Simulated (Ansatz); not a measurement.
**C6HCl2O4 (charge -1): geometry optimisation from a Python script**

What geometry does C6HCl2O4 (charge -1) take? Aim: a geometry optimisation, for C6HCl2O4 (charge -1), run from a script. SMILES: O=C1C(Cl)=C(O)C(=O)C(Cl)=C1[O-].

All numbers are computed with Ansatz 0.2.0, driven from Python. Level of theory: r2SCAN/def2-SVP.

## (1) The structure

Bond lengths: O1–C2 1.234 Å, C2–C3 1.491 Å, C3–Cl4 1.737 Å, C3–C5 1.333 Å, C5–O6 1.393 Å, C5–C7 1.474 Å, C7–O8 1.233 Å, C7–C9 1.479 Å, C9–Cl10 1.750 Å, C2–C11 1.544 Å, C9–C11 1.353 Å, C11–O12 1.268 Å, O6–H13 0.982 Å. Angles (14 of 19 angles, heavy atoms first): O1–C2–C3 118.4°, O1–C2–C11 123.1°, C3–C2–C11 118.5°, C2–C3–Cl4 117.1°, C2–C3–C5 122.4°, Cl4–C3–C5 120.5°, C3–C5–O6 123.3°, C3–C5–C7 120.3°, O6–C5–C7 116.4°, C5–C7–O8 116.9°, C5–C7–C9 118.1°, O8–C7–C9 125.0°, C7–C9–Cl10 113.7°, C7–C9–C11 124.9°.

No structure file is read: the coordinates are typed or built in the script.

## (2) The code

run_opt.py reads:

```python
# -*- coding: utf-8 -*-
"""Relax the C6HCl2O4(-) molecule."""

from dataclasses import dataclass

import ansatz as az
import numpy as np
from rdkit import Chem
from rdkit.Chem import AllChem


@dataclass(frozen=True)
class Options:
    basis_set: str = "def2-SVP"
    xc: str = "r2scan"
    net_charge: int = -1


settings = Options()

# start geometry from RDKit
rd = Chem.AddHs(Chem.MolFromSmiles("O=C1C(Cl)=C(O)C(=O)C(Cl)=C1[O-]"))
AllChem.EmbedMolecule(rd, randomSeed=811)
AllChem.UFFOptimizeMolecule(rd)
mol = az.Crystal.molecule()
for atom, xyz in zip(rd.GetAtoms(), rd.GetConformer().GetPositions()):
    mol = mol.atom(atom.GetSymbol(), xyz.round(5).tolist())

calc = (
    mol.calculation()
    .basis(gaussian=settings.basis_set)
    .functional(settings.xc)
    .charge(settings.net_charge)
    .scf(lower_state_search="standard")
)
symbols = [site.symbol for site in mol.cartesian_sites]
start = np.array([site.position_ang for site in mol.cartesian_sites], dtype=float)
def progress(event):
    if event["event"] == "relax_step":
        row = event["data"]
        print(f"step {row['step']:3d}  E = {row['lagrangian_ev']:.6f} eV  largest force component {row['allowed_force_max_ev_ang']:.4f} eV/A")


r = calc.relax(force_tolerance=0.02, max_steps=100).session().plan().execute(on_event=progress).report
end = np.array(r["positions_ang"])

for key in ("converged", "free_energy_ev", "reference_energy_ev", "n_frozen", "n_occupied", "n_virtual"):
    print(f"{key:22s} {r[key]}")

print("final positions (A) and the move of each atom")
for symbol, xyz, old in zip(symbols, end, start):
    print(f"{symbol:2s} {xyz[0]:10.5f} {xyz[1]:10.5f} {xyz[2]:10.5f}   {np.linalg.norm(xyz - old):7.4f}")
```

## (3) What the engine is handed

The package turns the script's settings into the engine's input:

```yaml
crystal:
  periodic: [false, false, false]
  atoms:
    - { symbol: O, position_ang: [-0.14735, 2.70056, 0.54498] }
    - { symbol: C, position_ang: [0.028, 1.48533, 0.26208] }
    - { symbol: C, position_ang: [-1.0667, 0.50959, 0.46171] }
    - { symbol: Cl, position_ang: [-2.60575, 1.08629, 1.09887] }
    - { symbol: C, position_ang: [-0.87178, -0.78917, 0.15676] }
    - { symbol: O, position_ang: [-1.87535, -1.7466, 0.32827] }
    - { symbol: C, position_ang: [0.43513, -1.23048, -0.37543] }
    - { symbol: O, position_ang: [0.61711, -2.44425, -0.66036] }
    - { symbol: C, position_ang: [1.52562, -0.25251, -0.57321] }
    - { symbol: Cl, position_ang: [3.07642, -0.79307, -1.20781] }
    - { symbol: C, position_ang: [1.33016, 1.03772, -0.26963] }
    - { symbol: O, position_ang: [2.35107, 1.96529, -0.45259] }
    - { symbol: H, position_ang: [-2.79657, -1.5287, 0.68636] }
basis:
  gaussian:
    orbitals: def2-SVP
hamiltonian:
  xc: r2scan
total_charge: -1.0
scf:
  lower_state_search: standard
relax:
  f_tol: 0.02
  max_steps: 100
```

## (4) Running it

Started as:

```console
python run_opt.py
```

**Question.** What results will this script give? Wanted: total energy; moves of the relaxation; energy gained; last largest force component.

As calculated:

| quantity | value |
| --- | --- |
| total energy | -39445.1300 eV |
| moves of the relaxation | 7 |
| energy gained | 1.484 eV |
| last largest force component | 0.0046 eV/Å |

What this shows: The relaxation took 7 moves; the largest shift is 0.354 Å, of atom 13 (H). Reading the output:
- The end point is the stationary point reached from this start; no frequency run checks that it is a minimum, and the basis set is modest.
- Anions want diffuse functions, which this basis lacks.
